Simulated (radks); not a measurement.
**Valence configurations of Sn⁺**

An exercise on one series of results from a longer session: the logs are not shown, and one member is left open.

Program: radks (a radial shooting solver on a logarithmic mesh, Libxc functionals) version 1. Level of theory: Dirac Kohn-Sham, PBE, spin-unpolarised, spherical densities, point nucleus; open shells are shared between the two j in proportion to 2j + 1. These are calculated values, not measurements, unless marked.

### The atom as given

| Property | Result |
| --- | --- |
| element | tin (Z = 50) |
| charge | +1 |
| electrons | 49 |
| configuration | [Kr] 4d10 5s2 5p1 |
| others tried | 4d10 5s1 5p2; 4d9 5s2 5p2; 4d9 5s1.5 5p2.5; 4d8 5s2 5p3; 4d10 5p3; 4d7 5s2 5p4; 4d10 5s1.5 5p1.5; 4d8 5s1 5p4; 4d7 5p6 |

Outer shells as boxes (Hund's rule):

Sn⁺
```
[Kr] core
4d [↑↓][↑↓][↑↓][↑↓][↑↓]
5s [↑↓]
5p [↑ ][  ][  ]
```

The first run:

The run's settings:

```text
Z 50
configuration [Kr] 4d10 5s2 5p1
relativity Dirac
functional pbe,pbe
spin unpolarised
j_filling average
nucleus point
c 137.035999084
```

Steps of the session up to this table: [Kr] 4d10 5s2 5p1.

One table of the session follows, with a row left open; its other results are not shown here.

Sizes of the orbitals, from the radial functions (bohr):

```
level     <r>  outermost maximum (interpolated)  90 % within  nodes
4s1/2  0.8186                             0.746         1.19      3
4p1/2  0.8657                             0.772         1.27      2
4p3/2       ?                                 ?            ?      ?
4d3/2   1.088                             0.881         1.69      1
4d5/2   1.103                             0.891         1.72      1
5s1/2   2.307                              1.98         3.39      4
5p1/2   2.832                              2.36         4.24      3
5p3/2   2.939                              2.46         4.40      3
```

**Question.** Estimate the row for 4p3/2.

The run gave: <r>: 0.8954; outermost maximum (interpolated): 0.797; 90 % within: 1.32; nodes: 2. In the column «<r>» it lies between 4p1/2 (0.8657) and 4d3/2 (1.088).
